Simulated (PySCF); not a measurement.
# C5H5B: the cost of one run

Programs: PySCF 2.14.0, with density-fitted response routines of our own. Each step states its level of theory. These are calculated values for one molecule in the gas phase, unless marked as measured. Atoms count from 0, in the outputs and in this text.

## (1) Starting geometry

11 atoms, charge 0, multiplicity 1; geometry from: GFN2-xTB. The atoms were then displaced at random by about 0.01 Å, so the start is not that level's minimum.

Bonds of the start (Å): C0–C1 1.24, C1–B2 1.52, B2–C3 1.45, C3–C4 1.25, C4–C5 1.44, C0–H6 1.03, B2–H7 1.19, C5–H8 1.07, C5–H9 1.09, C5–H10 1.10.

## (2) Optimising the geometry at PBE0-D3(BJ)/def2-SVP

Job settings and geometry (Å):

```
{"job": {"xc": "PBE0", "basis": "def2-SVP", "d3": "d3bj", "grid": 1, "shake": 0.01, "kind": "geom"}, "charge": 0, "multiplicity": 1}
C      3.380830    -0.653500     0.320720
C      2.429840     0.125740     0.162580
B      1.261440     1.078370    -0.033070
C     -0.079450     0.533940    -0.069970
C     -1.240300     0.082500    -0.111300
C     -2.586900    -0.427560    -0.147620
H      4.180220    -1.288100     0.449610
H      1.493370     2.237760    -0.140770
H     -2.760840    -0.894080    -1.095300
H     -3.311850     0.365870     0.007800
H     -2.728260    -1.186770     0.641660
```

Launch:

```sh
$ OMP_NUM_THREADS=1 python probes_run.py task.json out
```

This one command runs all jobs of the session in turn.

**Question.** How long does this first job take on 1 thread of Arm Neoverse V2, shared host, and how much memory does it need?

About 17 s, with a peak of 0.43 GiB.
